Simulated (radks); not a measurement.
# Valence configurations of Ir²⁺

Aim: which of several valence configurations of Ir²⁺ lies lowest at this level, and whether it is the one NIST lists ([Xe] 4f14 5d7).

Program: radks (a radial shooting solver on a logarithmic mesh, Libxc functionals) version 1. Level of theory: non-relativistic Kohn-Sham, LDA (Slater exchange, Perdew-Wang correlation), spin-polarised, spherical densities, point nucleus; open shells are filled with parallel spins first. These are calculated values, not measurements, unless marked.

### 1 Starting point

```
element       : iridium (Z = 77)
charge        : +2
electrons     : 75
configuration : [Xe] 4f14 5d7
others tried  : 4f14 5d5 6s2; 4f13 5d6 6s2; 4f14 5d6.5 6p0.5; 4f13 5d7 6s1; 4f14 5d6 6s1; 4f13 5d7 6p1; 4f13 5d8; 4f13.5 5d6 6s1.5; 4f11 5d9 6s1
```

Outer shells as boxes (Hund's rule):

Ir²⁺
```
[Xe] core
4f [↑↓][↑↓][↑↓][↑↓][↑↓][↑↓][↑↓]
5d [↑↓][↑↓][↑ ][↑ ][↑ ]
```

### 2 [Xe] 4f14 5d7

Input:

```text
Z 77
configuration [Xe] 4f14 5d7
relativity non-relativistic
functional lda,pw
spin polarised
nucleus point
```

### 3 [Xe] 4f14 5d5 6s2

Input:

```text
Z 77
configuration [Xe] 4f14 5d5 6s2
relativity non-relativistic
functional lda,pw
spin polarised
nucleus point
```

### 4 [Xe] 4f13 5d6 6s2

Input:

```text
Z 77
configuration [Xe] 4f13 5d6 6s2
relativity non-relativistic
functional lda,pw
spin polarised
nucleus point
```

### 5 [Xe] 4f14 5d6.5 6p0.5

Input:

```text
Z 77
configuration [Xe] 4f14 5d6.5 6p0.5
relativity non-relativistic
functional lda,pw
spin polarised
nucleus point
```

### 6 [Xe] 4f13 5d7 6s1

Input:

```text
Z 77
configuration [Xe] 4f13 5d7 6s1
relativity non-relativistic
functional lda,pw
spin polarised
nucleus point
```

### 7 [Xe] 4f14 5d6 6s1

Input:

```text
Z 77
configuration [Xe] 4f14 5d6 6s1
relativity non-relativistic
functional lda,pw
spin polarised
nucleus point
```

### 8 [Xe] 4f13 5d7 6p1

Input:

```text
Z 77
configuration [Xe] 4f13 5d7 6p1
relativity non-relativistic
functional lda,pw
spin polarised
nucleus point
```

### 9 [Xe] 4f13 5d8

Input:

```text
Z 77
configuration [Xe] 4f13 5d8
relativity non-relativistic
functional lda,pw
spin polarised
nucleus point
```

### 10 [Xe] 4f13.5 5d6 6s1.5

Input:

```text
Z 77
configuration [Xe] 4f13.5 5d6 6s1.5
relativity non-relativistic
functional lda,pw
spin polarised
nucleus point
```

### 11 [Xe] 4f11 5d9 6s1

Input:

```text
Z 77
configuration [Xe] 4f11 5d9 6s1
relativity non-relativistic
functional lda,pw
spin polarised
nucleus point
```

Q: Predict the outcome of this session. Wanted: for each run, valence; E − E(NIST configuration); moment; highest level; its energy; 1s shift.

**Answer**, as computed:

```csv
valence,E − E(NIST configuration) (eV),moment (μB),highest level,its energy (eV),1s shift (eV)
4f14 5d7,0.000,3,5d down,-24.407,+0.00
4f14 5d6 6s1,5.217,5,6s up,-21.364,-4.29
4f14 5d6.5 6p0.5,5.411,4,6p up,-15.061,-2.69
4f14 5d5 6s2,13.258,5,6s down,-21.271,-8.89
4f13.5 5d6 6s1.5,44.698,5,6s down,-20.651,-12.92
4f13 5d8,71.051,3,5d down,-26.174,-12.49
4f13 5d7 6s1,77.978,5,6s up,-21.582,-16.99
4f13 5d7 6p1,83.984,5,6p up,-16.221,-18.11
4f13 5d6 6s2,87.552,5,6s down,-21.827,-21.78
4f11 5d9 6s1,252.22,5,6s up,-21.935,-43.64
```

Theory agrees with NIST among these: the next, 4f14 5d6 6s1, lies 5.217 eV higher. The energies are those of spherical high-spin densities, not of single terms. Relativity is left out, which favours d and f over s occupation in heavy atoms. The 1s eigenvalue shifts by up to 43.64 eV as the valence charge is rearranged.
